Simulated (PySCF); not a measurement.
Molecule: CBOFH4, in a box.

```
C B O F H
1.0
    12.00000    0.00000    0.00000
     0.00000   13.00000    0.00000
     0.00000    0.00000   12.00000
C B O F H
1 1 1 1 4
Direct
  0.46325 0.58465 0.48870
  0.52160 0.47979 0.51220
  0.49030 0.41790 0.59728
  0.60585 0.44844 0.44690
  0.42902 0.58559 0.40419
  0.39631 0.60092 0.54747
  0.52394 0.64738 0.49227
  0.53380 0.35585 0.60147
```

Base run:

- Program: PySCF 2.14.0
- Functional: PBE
- Potentials or basis: pob-tzvp-rev2 (all-electron)
- k mesh: 1 × 1 × 1
- Occupations: fixed
- Spin: no spin polarisation

Its results: gap between the frontier levels 8.51 eV.

Question: The run is repeated on the same cell with these changes: functional from PBE to PBEsol0. What comes out?

Answer: Gap between the frontier levels 11.29 eV.

PBEsol0 gives the wider gap, since exact exchange removes part of the self-interaction.

Caveats: this is a molecule in a periodic box at the Γ point, so its band gap is the HOMO-LUMO gap; the basis of atomic orbitals isn't converged, which shifts pressures, moduli and gaps.

